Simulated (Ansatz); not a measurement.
# C₂H₇BN radical: basis-set convergence

One table from this session's results is given with a row withheld; the runs are named, their logs left out.

Program: Ansatz 0.2.0, Gaussian basis. Level of theory: one geometry, several basis sets. These are calculated values, not measurements.

Plan: PBE0-D4/def2-SVP; ωB97M-V/def2-SVP; PBE0-D4/def2-QZVPP; ωB97M-V/def2-QZVPP; the functionals' def2-TZVPP values are taken from earlier runs.

### The geometry

All runs share one geometry, relaxed beforehand with PBE0-D4 in a triple-zeta def2 set.

11 atoms, charge 0, spin multiplicity 2.

Atoms are counted from 1 here; the program's logs count them from 0.

Bond lengths: C1–B2 1.540 Å, C1–H5 1.088 Å, C1–H6 1.086 Å, B2–C3 1.578 Å, B2–N4 1.405 Å, C3–H7 1.095 Å, C3–H8 1.095 Å, C3–H9 1.093 Å, N4–H10 1.005 Å, N4–H11 1.006 Å. Angles: B2–C1–H5 123.3°, B2–C1–H6 122.8°, H5–C1–H6 113.9°, C1–B2–C3 121.6°, C1–B2–N4 118.4°, C3–B2–N4 120.0°, B2–C3–H7 110.8°, B2–C3–H8 110.6°, B2–C3–H9 114.0°, H7–C3–H8 105.8°, H7–C3–H9 107.7°, H8–C3–H9 107.6°, B2–N4–H10 123.0°, B2–N4–H11 123.3°, H10–N4–H11 113.7°.

The first run:

File in.yaml:

```yaml
crystal:
  periodic: [false, false, false]
  atoms:
    - {symbol: C, position_ang: [-0.453801, 1.493111, -0.336522]}
    - {symbol: B, position_ang: [0.050252, 0.049457, -0.154214]}
    - {symbol: C, position_ang: [-0.204881, -0.752454, 1.180904]}
    - {symbol: N, position_ang: [0.753890, -0.551404, -1.211637]}
    - {symbol: H, position_ang: [-0.292145, 2.072453, -1.243136]}
    - {symbol: H, position_ang: [-1.005235, 2.025257, 0.433130]}
    - {symbol: H, position_ang: [-1.276322, -0.813099, 1.399078]}
    - {symbol: H, position_ang: [0.245044, -0.233555, 2.034162]}
    - {symbol: H, position_ang: [0.189450, -1.772153, 1.168578]}
    - {symbol: H, position_ang: [1.113245, -1.489314, -1.167866]}
    - {symbol: H, position_ang: [0.945801, -0.085299, -2.081876]}
basis:
  gaussian: {orbitals: def2-SVP}
magnetization: {spin_polarized: true, initial_magnetization: 1}
hamiltonian: {xc: pbe0, dispersion: d4}
output: {orbitals: {seedname: orbitals}}
```

On the command line:

```console
$ ansatz run in.yaml --threads 4 --pin off --events-out ev --progress --plain --max-ram 10444MiB
```

Steps of the session up to this table: PBE0-D4 in def2-SVP; ωB97M-V in def2-SVP; PBE0-D4 in def2-QZVPP; ωB97M-V in def2-QZVPP.

One of the session's tables, all rows but one given; the rest of the session is left out.

| functional | basis | HOMO (eV) | LUMO (eV) |
| --- | --- | --- | --- |
| PBE0-D4 | def2-SVP | -6.37 | -1.88 |
| PBE0-D4 | def2-TZVPP | -6.51 | -2.13 |
| PBE0-D4 | def2-QZVPP | -6.54 | -2.18 |
| ωB97M-V | def2-SVP | ? | ? |
| ωB97M-V | def2-TZVPP | -8.58 | -0.26 |
| ωB97M-V | def2-QZVPP | -8.60 | -0.34 |

**Question.** Estimate the row for ωB97M-V, def2-SVP.

The run gave: HOMO (eV): -8.44; LUMO (eV): 0.12. In the column «HOMO (eV)» it lies between ωB97M-V, def2-TZVPP (-8.58) and PBE0-D4, def2-QZVPP (-6.54).
